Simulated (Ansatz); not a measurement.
**C₃H₆F₃N: taking an electron away**

How much energy removes an electron from C₃H₆F₃N at fixed geometry? The cation is run at each level and the neutral's energy taken from earlier runs.

Program: Ansatz 0.2.0, Gaussian basis. Level of theory: unrestricted cation, the program's frozen cores in correlated methods. These are calculated values, not measurements.

Levels to be run: UKS PBE-D4/def2-TZVPP; UKS r2SCAN-D4/def2-TZVPP; UKS PBE0-D4/def2-TZVPP; UKS B3LYP-D4/def2-TZVPP; UKS wB97X-V/def2-TZVPP; UKS wB97M-V/def2-TZVPP; UKS B2PLYP/def2-TZVPP; UHF-CCSD(T)/def2-TZVPP; UHF-MP2/def2-QZVPP; extrapolation to the limit; then −ε(HOMO) from the neutral's earlier runs with LDA (SPW92), PBE-D4, revPBE-D4, BLYP-D4, r2SCAN-D4, B97M-V, PBE0-D4, B3LYP-D4, r2SCANh-D4, r2SCAN0-D4, HSE06-D4, BHLYP-D4, CAM-B3LYP-D4, LC-ωPBE, ωB97X-V, ωB97M-V.

### 1 Structure used throughout

An earlier PBE0-D4 in a triple-zeta def2 set relaxation fixed the geometry.

SMILES `CNCC(F)(F)F`, 13 atoms, charge 0, spin multiplicity 1.

Atoms are counted from 1 here; the program's logs count them from 0.

Bond lengths: C1–N2 1.446 Å, C1–H8 1.093 Å, C1–H9 1.102 Å, C1–H10 1.091 Å, N2–C3 1.437 Å, N2–H11 1.012 Å, C3–C4 1.509 Å, C3–H12 1.094 Å, C3–H13 1.103 Å, C4–F5 1.333 Å, C4–F6 1.340 Å, C4–F7 1.344 Å. Angles: N2–C1–H8 109.5°, N2–C1–H9 114.0°, N2–C1–H10 109.4°, H8–C1–H9 107.7°, H8–C1–H10 107.6°, H9–C1–H10 108.3°, C1–N2–C3 112.9°, C1–N2–H11 110.4°, C3–N2–H11 109.9°, N2–C3–C4 111.1°, N2–C3–H12 109.5°, N2–C3–H13 114.8°, C4–C3–H12 106.9°, C4–C3–H13 106.8°, H12–C3–H13 107.3°, C3–C4–F5 112.9°, C3–C4–F6 110.4°, C3–C4–F7 111.3° and more.

### 2 Cation, UKS PBE-D4/def2-TZVPP

Input file in.yaml:

```yaml
crystal:
  periodic: [false, false, false]
  atoms:
    - {symbol: C, position_ang: [-0.101271, -1.918051, 0.033197]}
    - {symbol: N, position_ang: [0.078449, -0.583280, 0.560872]}
    - {symbol: C, position_ang: [-0.035984, 0.435989, -0.444949]}
    - {symbol: C, position_ang: [0.282085, 1.797344, 0.122962]}
    - {symbol: F, position_ang: [1.539701, 1.898668, 0.551592]}
    - {symbol: F, position_ang: [0.093879, 2.746938, -0.803986]}
    - {symbol: F, position_ang: [-0.518493, 2.091099, 1.162286]}
    - {symbol: H, position_ang: [0.710931, -2.149064, -0.661256]}
    - {symbol: H, position_ang: [-1.053073, -2.064724, -0.502934]}
    - {symbol: H, position_ang: [-0.052678, -2.640511, 0.849013]}
    - {symbol: H, position_ang: [-0.582505, -0.406919, 1.306446]}
    - {symbol: H, position_ang: [0.689231, 0.246410, -1.241224]}
    - {symbol: H, position_ang: [-1.029872, 0.511502, -0.917321]}
basis:
  gaussian: {orbitals: def2-TZVPP}
total_charge: 1
magnetization: {spin_polarized: true, initial_magnetization: 1}
hamiltonian: {xc: pbe, dispersion: d4}
```

On the command line:

```
$ ansatz run in.yaml --threads 2 --pin off --events-out ev --progress --plain --max-ram 20480MiB --backend cuda --devices 0, --max-vram 18GiB
```

The runs that follow: Cation, UKS r2SCAN-D4/def2-TZVPP; Cation, UKS PBE0-D4/def2-TZVPP; Cation, UKS B3LYP-D4/def2-TZVPP; Cation, UKS wB97X-V/def2-TZVPP; Cation, UKS wB97M-V/def2-TZVPP; Cation, UKS B2PLYP (frozen core)/def2-TZVPP; Cation, UHF-CCSD(T)/def2-TZVPP; Cation, UHF-MP2/def2-QZVPP.

Q: Predict the results of all the runs planned. Wanted: ionisation energy, CCSD(T)/CBS; nearest functional by difference; nearest −ε(HOMO); −ε(HOMO) of PBE; T1 of the cation.

As calculated:

| quantity | value |
| --- | --- |
| ionisation energy, CCSD(T)/CBS | 9.69 eV |
| nearest functional by difference | ωB97M-V (-0.19 eV) |
| nearest −ε(HOMO) | LC-ωPBE (+0.16 eV) |
| −ε(HOMO) of PBE | 5.56 eV |
| T1 of the cation | 0.016 |

By cation minus neutral, the functionals miss by 0.46 eV at most. The PBE orbital energy is 4.1 eV too small: a semilocal HOMO is no ionisation energy. Among orbital estimates LC-ωPBE comes nearest. Hartree-Fock falls 1.34 eV short, as the neutral has more correlation energy than the cation.
